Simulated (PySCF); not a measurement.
# I2 (the Iodine Molecule): the cost of one run

Computed with PySCF 2.14.0 and routines of our own; the level stands in each step. Atoms count from 0.

## 1. The system as given

2 atoms, charge 0, multiplicity 1; geometry from: GFN2-xTB.

## 2. Optimising the geometry at PBE0-D3(BJ)/def2-SVP

What the job is given:

```
{"job": {"xc": "PBE0", "basis": "def2-SVP", "d3": "d3bj", "grid": 1, "maxiter": 30, "shake": 0.01, "kind": "geom"}, "charge": 0, "multiplicity": 1}
I      1.353620    -0.028600     0.001520
I     -1.336130    -0.000210    -0.013650
```

Run with:

```console
$ OMP_NUM_THREADS=1 python heavy_run.py task.json out
```

This one command runs all jobs of the session in turn.

**Question.** How long does this first job take on 1 thread of Arm Neoverse V2, shared host, and how much memory does it need?

About 8.2 s, with a peak of 0.27 GiB.
